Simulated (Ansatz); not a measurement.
# GePH (triplet): wave-function methods side by side, cc-pVDZ

Aim: climb from Hartree-Fock through coupled cluster and multireference methods for GePH (triplet) at one geometry and basis, and see what each rung misses.

The runs use Ansatz 0.2.0, Gaussian basis; cc-pVDZ, core rule «outside noble gas», up to 19 orbitals frozen.

The runs, in order: UHF; CCSD(T) on ROHF; CCSD(T) on UHF; BCCD(T) on ROHF; CISD; CCSDT(Q) on ROHF; CCSDT(Q) on UHF; CASSCF and MRCISD+Q, 10 electrons in 9 orbitals; CASSCF and NEVPT4(SD), 10 electrons in 9 orbitals; CASSCF and NEVPT2, 10 electrons in 9 orbitals.

15 further runs of the same task are left out: 9 that didn't finish, 6 set aside as unsound or not needed.

**1. The geometry**

The geometry is a PBE0/def2-TZVP stationary point (not a proven minimum) of the parent state, kept for this charge and spin. No spin-orbit coupling is included. The filled d shell of Ge may be among the frozen orbitals whatever the setting's name suggests; the logs give the count.

3 atoms, charge 0, spin multiplicity 3.

Atoms are counted from 1 here; the program's logs count them from 0.

Bond lengths: Ge1–P2 2.127 Å, P2–H3 1.472 Å. Angles: Ge1–P2–H3 66.4°.

Coordinates:

```xyz
3

Ge    0.0000    0.0032    0.6446
P     0.0000   -0.0503   -1.4815
H     0.0000    1.3136   -0.9270
```

**2. UHF**

File in.yaml:

```yaml
crystal:
  periodic: [false, false, false]
  atoms:
    - {symbol: Ge, position_ang: [0.000000, 0.003202, 0.644587]}
    - {symbol: P, position_ang: [0.000000, -0.050258, -1.481526]}
    - {symbol: H, position_ang: [0.000000, 1.313640, -0.927004]}
basis:
  gaussian: {orbitals: cc-pVDZ}
magnetization: {spin_polarized: true, initial_magnetization: 2}
hamiltonian: {xc: hf}
output: {orbitals: {seedname: orbitals}}
```

The run is started by

```sh
> ansatz run in.yaml --threads 1 --pin off --events-out ev --progress --plain --max-ram 2393MiB
```

After this run come: CCSD(T) on ROHF; CCSD(T) on UHF; BCCD(T) on ROHF; CISD; CCSDT(Q) on ROHF; CCSDT(Q) on UHF; CASSCF and MRCISD+Q, 10 electrons in 9 orbitals; CASSCF and NEVPT4(SD), 10 electrons in 9 orbitals; CASSCF and NEVPT2, 10 electrons in 9 orbitals.

Q: Predict the results of all the runs planned. Wanted: UCCSDT(Q) below the RHF energy; RMP2 from UCCSDT(Q); UMP2 from UCCSDT(Q); RCCSD from UCCSDT(Q); RCCSD(T) from UCCSDT(Q); UCCSD(T) from UCCSDT(Q); RCCSDT(Q) from UCCSDT(Q); NEVPT2 valence from UCCSDT(Q); NEVPT4(SD) valence from UCCSDT(Q).

As calculated:

```
                         quantity                                        value
   UCCSDT(Q) below the RHF energy                                   -5.7912 eV
              RMP2 from UCCSDT(Q)                              +24.66 kcal/mol
              UMP2 from UCCSDT(Q)                              +29.05 kcal/mol
             RCCSD from UCCSDT(Q)                               +8.28 kcal/mol
          RCCSD(T) from UCCSDT(Q)                               +1.63 kcal/mol
          UCCSD(T) from UCCSDT(Q)                               +1.77 kcal/mol
         RCCSDT(Q) from UCCSDT(Q)                               +0.21 kcal/mol
    NEVPT2 valence from UCCSDT(Q)                              +20.95 kcal/mol
NEVPT4(SD) valence from UCCSDT(Q)                               +2.04 kcal/mol
  MRCISD+Q valence from UCCSDT(Q)                               +0.50 kcal/mol
levels within 1 kcal/mol (43 meV)  RCCSDT, UCCSDT, RCCSDT(Q), MRCISD+Q valence
                    T1 diagnostic                                        0.035
   effectively unpaired electrons                                         2.09
```

RCCSD(T) misses by +1.63 kcal/mol, 1.2 % of the correlation energy. One determinant dominates. Of the multireference levels listed MRCISD+Q valence comes nearest in total energy (+0.50 kcal/mol), which doesn't show that its space is the better one. Coupled cluster took another determinant than the lowest Hartree-Fock one. These misses are within one basis, not against nature; the frozen cores of restricted and unrestricted runs differ, which can shift their rows.
